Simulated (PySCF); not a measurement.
# CoF₂: structure of the doublet

The task is one start of a wider search on CoF₂: the doublet, from a bent start. It is relaxed, tested by its Hessian and followed downhill if it is a saddle.

Program: PySCF 2.14.0. Level of theory: PBE0, basis Co def2-TZVP, F def2-TZVP, no relativity, density fitting. These are calculated values, not measurements.

## Step 1: Starting geometry

3 atoms, charge 0, spin multiplicity 2.

Bond lengths: Co1–F2 1.750 Å, Co1–F3 1.750 Å. Angles: F2–Co1–F3 110.0°.

Coordinates in bohr (charge 0 multiplicity 2):
```
Co    0.0000    0.0000    0.0000
F     2.7089    0.0000    1.8969
F    -2.7089    0.0000    1.8969
```

## Step 2: The SCF at the typed geometry

The steps below are one call of a driver around PySCF. For each, scf.py gives the equivalent set-up of the SCF; relaxations use the driver's own optimiser. After this first run the driver tries any further starts and a stability analysis.

File scf.py:

```python
from pyscf import gto, scf, dft
mol = gto.M(atom='''
Co     0.000000     0.000000     0.000000
F      1.433500     0.000000     1.003800
F     -1.433500     0.000000     1.003800''',
    basis={'Co': 'def2-TZVP', 'F': 'def2-TZVP'},
    charge=0, spin=1)
mf = dft.UKS(mol, xc='PBE0')
mf.grids.atom_grid = (50, 194)
aux = {'Co': 'def2-universal-JKFIT', 'F': 'def2-universal-JKFIT'}
mf = mf.density_fit(auxbasis=aux)
mf.conv_tol = 1e-08
mf.diis_space = 10
mf.max_cycle = 60
mf.init_guess = 'minao'
mf.verbose = 4
mf.kernel()
```

Started as:

```sh
> OMP_NUM_THREADS=4 python axn.py task.json out
```

Output:

```text
init E= -1581.08903878815
[... the frontier-level lines of each cycle are left out ...]
cycle= 1 E= -1565.87652495725  delta_E= 15.2  |g|= 5.63  |ddm|= 4.79
cycle= 2 E= -1513.82578693893  delta_E= 52.1  |g|= 13.6  |ddm|= 11.1
cycle= 3 E= -1567.99317267489  delta_E= -54.2  |g|= 8.03  |ddm|= 8.49
cycle= 4 E= -1569.12981165544  delta_E= -1.14  |g|= 7.22  |ddm|=  1.9
cycle= 5 E= -1572.48485507334  delta_E= -3.36  |g|= 6.41  |ddm|= 1.82
cycle= 6 E= -1580.4470930981  delta_E= -7.96  |g|= 2.81  |ddm|= 1.74
cycle= 7 E= -1580.67086296708  delta_E= -0.224  |g|=  2.5  |ddm|= 0.398
cycle= 8 E= -1581.30570292233  delta_E= -0.635  |g|= 1.88  |ddm|= 0.276
cycle= 9 E= -1582.08965489124  delta_E= -0.784  |g|= 0.255  |ddm|= 0.588
cycle= 10 E= -1582.11166398928  delta_E= -0.022  |g|= 0.0519  |ddm|= 0.151
cycle= 11 E= -1582.11310901667  delta_E= -0.00145  |g|= 0.0105  |ddm|= 0.0395
cycle= 12 E= -1582.11336832344  delta_E= -0.000259  |g|= 0.00631  |ddm|= 0.0206
cycle= 13 E= -1582.11345513328  delta_E= -8.68e-05  |g|= 0.00615  |ddm|= 0.0156
cycle= 14 E= -1582.11347513445  delta_E= -2e-05  |g|= 0.00344  |ddm|= 0.00535
cycle= 15 E= -1582.11348278442  delta_E= -7.65e-06  |g|= 0.00154  |ddm|= 0.0042
cycle= 16 E= -1582.11348409364  delta_E= -1.31e-06  |g|= 0.0011  |ddm|= 0.00189
cycle= 17 E= -1582.11348448816  delta_E= -3.95e-07  |g|= 0.000169  |ddm|= 0.000685
cycle= 18 E= -1582.11348450946  delta_E= -2.13e-08  |g|= 2.72e-05  |ddm|= 0.000249
cycle= 19 E= -1582.11348451006  delta_E= -5.97e-10  |g|= 2.44e-05  |ddm|= 4.69e-05
Extra cycle  E= -1582.11348450904  delta_E= 1.02e-09  |g|= 6.89e-05  |ddm|= 3.76e-05
converged SCF energy = -1582.11348450904  <S^2> = 0.75833553  2S+1 = 2.0083182
```

This step, with its further starts and checks, ran for 26 s (4 threads of Arm Neoverse N1, shared host).

Energies from each starting density:

```
                      start   energy (Eh)
    the minimal-basis guess  -1582.113485
a thermally smeared density  -1582.113485
      a smeared PBE density  -1582.113485
```

This is not the lowest solution: one lies 48.3 kJ/mol lower, at -1582.13190 Eh, and the relaxation starts from that.

## Step 3: Bent start, doublet: relaxation

The program finds C2v symmetry in the start, which this walk keeps.

Changes to scf.py since step 2:

```diff
@@ -3,3 +3,3 @@
-Co     0.000000     0.000000     0.000000
-F      1.433500     0.000000     1.003800
-F     -1.433500     0.000000     1.003800''',
+Co     0.000000     0.000000    -0.393492
+F      1.433500     0.000000     0.610308
+F     -1.433500     0.000000     0.610308''',
@@ -15 +14,0 @@
-mf.init_guess = 'minao'
```

Steps of the walk:

| step | energy (Eh) | change (kJ/mol) | largest symmetric gradient (Eh/bohr) |
| --- | --- | --- | --- |
| 0 | -1582.131899 | 0.00 | 0.02855 |
| 1 | -1582.136976 | -13.33 | 0.01924 |
| 2 | -1582.146281 | -37.76 | 0.02628 |
| 3 | -1582.151963 | -52.68 | 0.03300 |
| 4 | -1582.157394 | -66.94 | 0.01746 |
| 5 | -1582.161739 | -78.35 | 0.00466 |
| 6 | -1582.162100 | -79.29 | 0.00500 |
| 7 | -1582.162195 | -79.54 | 0.00022 |
| 8 | -1582.162196 | -79.55 | 0.00001 |

The walk took 49 s.

Positions (Å) and forces (eV/Å) along the way:

```
step 0
Co   0.000   0.000  -0.393   0.096  -0.001   1.468
F    1.433   0.000   0.610  -0.158   0.001  -0.764
F   -1.433   0.000   0.610   0.061   0.000  -0.704
step 1
Co   0.000   0.000  -0.316   0.085  -0.002   0.990
F    1.490   0.000   0.571   0.000   0.002  -0.517
F   -1.490   0.000   0.571  -0.085   0.000  -0.473
step 4
Co   0.000   0.000   0.082   0.004   0.000   0.898
F    1.736   0.000   0.372  -0.836   0.000  -0.451
F   -1.736   0.000   0.372   0.832   0.000  -0.447
step 8
Co   0.000   0.000   0.276   0.000   0.000   0.001
F    1.720   0.000   0.276   0.000   0.000  -0.002
F   -1.720   0.000   0.276   0.000   0.000   0.001
```

It settles in D∞h symmetry, 79.5 kJ/mol below the start, after 8 steps: Co–F 1.720 Å (×2); F–Co–F 180.0°.

## Step 4: Vibrations and properties at this point

The point is checked on the finer grid, and tightened if its gradient asks for it. The Hessian and the dipole derivatives come from central differences of analytic gradients, with steps of 0.02 bohr.

Changes to scf.py since step 3:

```diff
@@ -3,3 +3,3 @@
-Co     0.000000     0.000000    -0.393492
-F      1.433500     0.000000     0.610308
-F     -1.433500     0.000000     0.610308''',
+Co     0.000000     0.000000     0.000000
+F      1.719903     0.000000    -0.000000
+F     -1.719903     0.000000     0.000000''',
@@ -9 +9 @@
-mf.grids.atom_grid = (50, 194)
+mf.grids.atom_grid = (75, 302)
@@ -12 +12 @@
-mf.conv_tol = 1e-08
+mf.conv_tol = 1e-10
```

The driver hands on the density of the step before, so the log starts near convergence.

SCF at the final geometry:

```text
init E= -1582.16207970275
[... the frontier-level lines of each cycle are left out ...]
cycle= 1 E= -1582.16207970277  delta_E= -2e-11  |g|= 1.33e-05  |ddm|= 1.07e-05
cycle= 2 E= -1582.16207970259  delta_E= 1.83e-10  |g|= 3.2e-05  |ddm|= 1.81e-05
cycle= 3 E= -1582.16207970285  delta_E= -2.65e-10  |g|= 4.67e-06  |ddm|= 1.12e-05
cycle= 4 E= -1582.16207970288  delta_E= -2.36e-11  |g|= 2.1e-06  |ddm|= 2.77e-06
Extra cycle  E= -1582.16207970288  delta_E= 2.05e-12  |g|= 1.97e-06  |ddm|= 5.56e-06
converged SCF energy = -1582.16207970288  <S^2> = 1.7548834  2S+1 = 2.8318781
```

The whole step took 38 s.

Geometry: D∞h; Co–F 1.720 Å (×2); F–Co–F 180.0°.

Harmonic modes (main isotopes):

```csv
ω (cm⁻¹),IR (km/mol),μ (u)
164,38.5,25.87
164,38.5,25.87
613,0.0,19.00
774,232,25.87
```

No imaginary mode, so this is a minimum.

The SCF density has lower symmetry than the nuclear frame, so the modes carry no labels; pairs that should be degenerate can split.

Properties at this point:

* Dipole moment: 0.00 D
* Highest occupied level: -9.36 eV
* Lowest empty level: -4.76 eV
* Rotational constants: 0.15 cm⁻¹
* Zero-point energy: 10.3 kJ/mol
* Principal polarisabilities: 14.7, 14.7, 29.4 bohr³
* Atomisation energy without zero-point energy: 847 kJ/mol
* Principal traceless quadrupole moments about the centre of mass: -12.94, 6.47, 6.47 D Å
* Entropy at 298.15 K and 1 bar (electronic part: spin only): 258.0 J/(mol K)
* Heat capacity Cp at 298.15 K: 52.0 J/(mol K)
* Enthalpy at 298.15 K above 0 K: 12.56 kJ/mol
* Rotational symmetry number: 2
* Spin squared ⟨S²⟩: 1.755

Populations by atom (charges in e):

```json
{"atom": "Co1", "Mulliken": "1.00", "Löwdin": "0.60", "polar tensor": "1.42", "spin (Mulliken)": "0.88", "Mayer order to Co1": "–"}
{"atom": "F2,3", "Mulliken": "-0.50", "Löwdin": "-0.30", "polar tensor": "-0.71", "spin (Mulliken)": "0.06", "Mayer order to Co1": "0.85"}
```

Mulliken populations on Co1: s 6.36, p 12.21, d 7.43, f 0.00.

## Step 5: Outcome

| quantity | value |
| --- | --- |
| minimum | broken-symmetry (Ms = 1/2), D∞h |
| geometry | Co–F 1.720 Å (×2); F–Co–F 180.0° |
| wavenumbers (cm⁻¹) | 164, 164, 613, 774 |
| dipole moment | 0.00 D |
| highest occupied, lowest empty level (either spin) | -9.36, -4.76 eV |
| polar-tensor charge of Co1 | +1.42 e |
| zero-point energy | 10.3 kJ/mol |
| entropy at 298.15 K | 258.0 J/(mol K) |
| atomisation energy (no zero-point energy) | 847 kJ/mol |
| ⟨S²⟩ | 1.755 |

From C2v at the start the molecule goes to a D∞h minimum. The determinant is spin-contaminated (⟨S²⟩ = 1.75 against 0.75), so it is no pure spin state. The strongest infrared band lies at 774 cm⁻¹ (stretch). Co1 has a polar-tensor charge of +1.4 e (a dipole derivative, not a static charge), yet symmetry cancels the bond dipoles. The first SCF alone would have been 48 kJ/mol too high. Other starts or spin states, not run here, may lie lower. The SCF density has lower symmetry than the nuclear frame. Open d and f shells are described by one determinant, and the ground state may have another occupation or spin.

The search up to here took 1.9 min.
